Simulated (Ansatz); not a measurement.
# Mn3Si: the cost of one run

Computed with Ansatz 0.2.0 (DFT LDA, scalar-relativistic, plane waves, PAW, unless a step's input says otherwise).

**1. Starting point**

Symmetry: Fm-3m, No. 225, cubic system. Conventional cell: a = 5.722 Å, b = 5.722 Å, c = 5.722 Å, α = 90.00°, β = 90.00°, γ = 90.00°. Around Mn (site symmetry m-3m) lie 8 Mn at 2.48 Å. Mn (site symmetry -43m) has 4 Mn at 2.48 Å and 4 Si at 2.48 Å as nearest neighbours. Around Si (site symmetry m-3m) lie 8 Mn at 2.48 Å.

As a file:

```cif
data_structure
_symmetry_space_group_name_H-M 'P 1'
_symmetry_Int_Tables_number 1
_cell_length_a 4.0461
_cell_length_b 4.0461
_cell_length_c 4.0461
_cell_angle_alpha 60.000
_cell_angle_beta 60.000
_cell_angle_gamma 60.000
_cell_volume 46.84
loop_
_atom_site_label
_atom_site_type_symbol
_atom_site_fract_x
_atom_site_fract_y
_atom_site_fract_z
_atom_site_occupancy
Mn1 Mn 0.50000 0.50000 0.50000 1
Mn2 Mn 0.25000 0.25000 0.25000 1
Mn3 Mn 0.75000 0.75000 0.75000 1
Si1 Si 0.00000 0.00000 0.00000 1
```

The structure rests on an entry of the Crystallography Open Database; cell or positions may have been set otherwise for this series.

**2. Single point: Mn3Si, moments +−−**

Input file input.yaml:

```yaml
crystal:
  lattice:
    - [0.0, 2.861, 2.861]
    - [2.861, 0.0, 2.861]
    - [2.861, 2.861, 0.0]
  atoms:
    - { symbol: Mn, position: [0.5, 0.5, 0.5], spin: 3.0 }
    - { symbol: Mn, position: [0.25, 0.25, 0.25], spin: -1.0 }
    - { symbol: Mn, position: [0.75, 0.75, 0.75], spin: -1.0 }
    - { symbol: Si, position: [0.0, 0.0, 0.0] }
magnetization:
  spin_polarized: true
scf:
  occupations: { method: gaussian, width: 0.05 }
output:
  forces: true
  stress: true
  populations: true
  dos: { de: 0.02, method: tetrahedron }
  write_density: true
  write_potential: true
  elf: true
  volumetric_format: npy
hamiltonian:
  xc: lda
kpoints:
  mp_grid: { grid: [16, 16, 16] }
```

Launch:

```
> ansatz run input.yaml --threads 2 --pin off --max-ram 6144MiB --backend cpu --events-out ev --progress --plain --runs-dir out
```

Q: Estimate wall time and peak memory on 2 threads of Arm Neoverse N1, shared host.

About 46 s, with a peak of 0.67 GiB.
